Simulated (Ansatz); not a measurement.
# CH₄BClO: small, medium and large basis sets

An exercise on one series of results from a longer session: the logs are not shown, and one member is left open.

Program: Ansatz 0.2.0, Gaussian basis. Level of theory: one geometry, several basis sets. These are calculated values, not measurements.

Plan: PBE0-D4/def2-SVP; ωB97M-V/def2-SVP; PBE0-D4/def2-QZVPP; ωB97M-V/def2-QZVPP; the functionals' def2-TZVPP values are taken from earlier runs.

1 further run of the same task is left out (it didn't finish).

### The geometry

The geometry comes from an earlier relaxation with PBE0-D4 in a triple-zeta def2 set; it is a stationary point, not always the lowest conformer.

8 atoms, charge 0, spin multiplicity 1.

Atoms are counted from 1 here; the program's logs count them from 0.

Bond lengths: B1–C2 1.553 Å, B1–Cl4 2.012 Å, B1–H5 1.194 Å, B1–H6 1.193 Å, C2–O3 1.316 Å, C2–H7 1.090 Å, O3–H8 0.965 Å. Angles: C2–B1–Cl4 70.9°, C2–B1–H5 117.1°, C2–B1–H6 117.0°, Cl4–B1–H5 108.0°, Cl4–B1–H6 109.2°, H5–B1–H6 121.4°, B1–C2–O3 122.4°, B1–C2–H7 121.9°, O3–C2–H7 115.5°, C2–O3–H8 111.7°.

The first run:

Input file in.yaml:

```yaml
crystal:
  periodic: [false, false, false]
  atoms:
    - {symbol: B, position_ang: [-0.177734, 1.077182, -0.135659]}
    - {symbol: C, position_ang: [0.374920, -0.368182, -0.009916]}
    - {symbol: O, position_ang: [0.291445, -1.059510, 1.106903]}
    - {symbol: Cl, position_ang: [-1.458646, -0.195182, -1.022852]}
    - {symbol: H, position_ang: [0.299129, 1.770616, -0.983120]}
    - {symbol: H, position_ang: [-0.695879, 1.545569, 0.831908]}
    - {symbol: H, position_ang: [0.941948, -0.840368, -0.812272]}
    - {symbol: H, position_ang: [0.517016, -1.987226, 0.969108]}
basis:
  gaussian: {orbitals: def2-SVP}
hamiltonian: {xc: pbe0, dispersion: d4}
output: {orbitals: {seedname: orbitals}}
```

Steps of the session up to this table: PBE0-D4 in def2-SVP; ωB97M-V in def2-SVP; PBE0-D4 in def2-QZVPP; ωB97M-V in def2-QZVPP.

One table of the session follows, with a row left open; its other results are not shown here.

It belongs to the step «Functionals by basis». 

| functional | basis | HOMO (eV) |
| --- | --- | --- |
| PBE0-D4 | def2-SVP | ? |
| PBE0-D4 | def2-TZVPP | -8.31 |
| PBE0-D4 | def2-QZVPP | -8.34 |
| ωB97M-V | def2-SVP | -10.37 |
| ωB97M-V | def2-TZVPP | -10.58 |
| ωB97M-V | def2-QZVPP | -10.62 |

Estimate the missing values for PBE0-D4, def2-SVP.

As computed: HOMO (eV): -8.13. In the column «HOMO (eV)» it is the highest.
